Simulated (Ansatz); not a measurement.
**FH₈N₃OSi₂: one species, many methods**

The task here is to estimate one member of a computed series from the others.

Program: Ansatz 0.2.0, Gaussian basis. Level of theory: functionals in def2-TZVPP, the program's frozen cores in correlated methods. These are calculated values, not measurements.

The runs, in order: PBE-D4, r2SCAN-D4, PBE0-D4, B3LYP-D4, ωB97X-V, ωB97M-V, B2PLYP; CCSD(T)/def2-TZVPP; MP2/def2-QZVPP; extrapolation to the limit.

**Structure used throughout**

All runs share one geometry, relaxed beforehand with PBE0-D4 in a triple-zeta def2 set.

15 atoms, charge 0, spin multiplicity 1.

Atoms are counted from 1 here; the program's logs count them from 0.

Bond lengths: N1–Si2 1.715 Å, N1–H8 1.008 Å, N1–H9 1.008 Å, Si2–O3 1.648 Å, Si2–N4 1.723 Å, Si2–H10 1.477 Å, O3–H11 0.960 Å, N4–Si5 1.707 Å, N4–H12 1.011 Å, Si5–N6 1.692 Å, Si5–F7 1.601 Å, Si5–H13 1.482 Å, N6–H14 1.006 Å, N6–H15 1.004 Å. Angles: Si2–N1–H8 118.7°, Si2–N1–H9 119.4°, H8–N1–H9 110.4°, N1–Si2–O3 107.9°, N1–Si2–N4 105.2°, N1–Si2–H10 117.8°, O3–Si2–N4 114.7°, O3–Si2–H10 102.5°, N4–Si2–H10 109.0°, Si2–O3–H11 115.8°, Si2–N4–Si5 127.2°, Si2–N4–H12 115.7°, Si5–N4–H12 116.3°, N4–Si5–N6 107.4°, N4–Si5–F7 114.3°, N4–Si5–H13 108.0°, N6–Si5–F7 105.8°, N6–Si5–H13 118.0° and more.

Set-up of the first run:

File in.yaml:

```yaml
crystal:
  periodic: [false, false, false]
  atoms:
    - {symbol: N, position_ang: [-0.120433, 0.279013, -2.634944]}
    - {symbol: Si, position_ang: [-0.318538, 0.583675, -0.958845]}
    - {symbol: O, position_ang: [-1.933882, 0.581915, -0.631227]}
    - {symbol: N, position_ang: [0.579076, -0.653856, -0.164559]}
    - {symbol: Si, position_ang: [0.980169, -0.734858, 1.492788]}
    - {symbol: N, position_ang: [-0.173767, 0.169977, 2.337546]}
    - {symbol: F, position_ang: [2.396865, -0.086196, 1.859111]}
    - {symbol: H, position_ang: [-0.672142, 0.808002, -3.292147]}
    - {symbol: H, position_ang: [0.804243, 0.117704, -3.002354]}
    - {symbol: H, position_ang: [0.112370, 1.898637, -0.441279]}
    - {symbol: H, position_ang: [-2.427754, -0.168421, -0.968625]}
    - {symbol: H, position_ang: [0.755471, -1.486526, -0.709369]}
    - {symbol: H, position_ang: [1.146266, -2.162593, 1.854275]}
    - {symbol: H, position_ang: [-1.130061, 0.245275, 2.035701]}
    - {symbol: H, position_ang: [0.002126, 0.608240, 3.223927]}
basis:
  gaussian: {orbitals: def2-TZVPP}
hamiltonian: {xc: pbe, dispersion: d4}
output: {forces: true, orbitals: {seedname: orbitals}}
```

Run with:

```console
$ ansatz run in.yaml --threads 2 --pin off --events-out ev --progress --plain --max-ram 22528MiB --backend cuda --devices 0, --max-vram 18GiB
```

Steps of the session up to this table: PBE-D4 (GGA); r2SCAN-D4 (meta-GGA); PBE0-D4 (hybrid); B3LYP-D4 (hybrid); ωB97X-V (range-separated); ωB97M-V (range-separated); B2PLYP (double hybrid); CCSD(T) in def2-TZVPP; MP2 in def2-QZVPP.

One of the session's tables, all rows but one given; the rest of the session is left out.

It belongs to the step «Atomisation energies». 

| method | atomisation energy (kcal/mol) |
| --- | --- |
| PBE-D4 | 1364.7 |
| r2SCAN-D4 | 1343.3 |
| PBE0-D4 | 1336.6 |
| B3LYP-D4 | 1351.2 |
| ωB97X-V | 1357.8 |
| ωB97M-V | 1357.8 |
| B2PLYP | 1335.4 |
| HF/def2-TZVPP | 939.5 |
| MP2/def2-TZVPP | 1334.7 |
| CCSD/def2-TZVPP | 1288.1 |
| CCSD(T)/def2-TZVPP | 1308.2 |
| MP2/CBS | 1382.3 |
| CCSD(T)/CBS | ? |

Q: Estimate the row for CCSD(T)/CBS from the others.

As computed: atomisation energy (kcal/mol): 1355.8. In the column «atomisation energy (kcal/mol)» it lies between B3LYP-D4 (1351.2) and ωB97X-V (1357.8).

Limits of these values: Free atoms (3 N, 2 Si, 1 O, 1 F, 8 H) were run apart at each level; the atomisation energy is their sum less the molecule, without zero-point or spin-orbit terms.
